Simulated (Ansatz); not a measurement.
Run this with the Ansatz DFT code, driven from Python and show what comes out.

Input file `hfzn.xyz`:
```text
2
Lattice="3.27510484 0.0 0.0 0.0 3.27510484 0.0 0.0 0.0 3.27510484" Properties=species:S:1:pos:R:3 pbc="T T T"
Hf    1.63755242    1.63755242    1.63755242
Zn    0.00000000    0.00000000    0.00000000
```

`hfzn.py`:
```python
# -*- coding: utf-8 -*-
"""What spin-orbit coupling does to the bands of HfZn."""

from dataclasses import dataclass

import ansatz as az


@dataclass(frozen=True)
class Options:
    dispersion: str = "d4"
    mesh: tuple[int, ...] = (7, 7, 7)
    smearing: str = "Methfessel-Paxton"
    cutoff_ev: int = 320


opts = Options()


def main():
    system = az.Crystal.from_extxyz("hfzn.xyz")

    calculation = system.calculation()
    calculation = calculation.accuracy("low")
    calculation = calculation.functional(az.Functional.PBESOL, dispersion=opts.dispersion).kpoints(mesh=opts.mesh, center="monkhorst-pack")
    calculation = calculation.occupations(opts.smearing).scf(algorithm="density_mixing")
    calculation = calculation.eigensolver("davidson", mixed_precision=False).basis(opts.cutoff_ev, density_ratio=6)
    calculation = calculation.band_table()
    for label, variant in (("scalar-relativistic", calculation), ("spin-orbit", calculation.spin(soc=True))):
        summary = variant.run(threads=1, backend="cpu").report
        zero = summary["band_edges_ev"][0] if summary.get("band_edges_ev") else summary["fermi_energy_ev"]
        near = [round(e - zero, 3) for e in summary["eigenvalues_ev"][0] if abs(e - zero) < 2]
        print(label)
        print("  band edges (eV):", [round(e, 3) for e in summary.get("band_edges_ev") or []] or "none reported")
        print("  levels at k =", summary["kpoints_frac"][0], "within 2 eV of the zero:", near)


if __name__ == "__main__":
    main()
```

Output of `python hfzn.py`:
```text
DeckWarning: basis.ecutwfc = 320 eV is below the records' recommended 420 eV, and the density's cutoff is lower with it unless basis.ecutrho_ratio is high enough to keep the records' density cutoff: compare with a run at a higher cutoff
scalar-relativistic
  band edges (eV): none reported
  levels at k = [0.0, 0.0, 0.0] within 2 eV of the zero: [-0.843, -0.843]
spin-orbit
  band edges (eV): none reported
  levels at k = [0.0, 0.0, 0.0] within 2 eV of the zero: [-0.842, -0.842, -0.842, -0.842]
```
(Warnings from the package without file and line.)

Reading the output:
- These settings explore the input space; cutoff and mesh may be short of convergence.
- The cutoff lies under the one recommended for these potentials.
- The computed bands are complete only to about 1.9 eV above the Fermi level.
- The structure comes from a database of computed cells and needn't be a stable or known phase.
- Levels are Kohn-Sham eigenvalues on this mesh.
- With spin-orbit coupling each level holds one electron and, with inversion or at time-reversal points, comes in pairs; a window in energy can cut a split set.
- The whole script took 8.7 s on 1 thread of Arm Neoverse V2, on a shared host, peak memory 0.52 GiB.
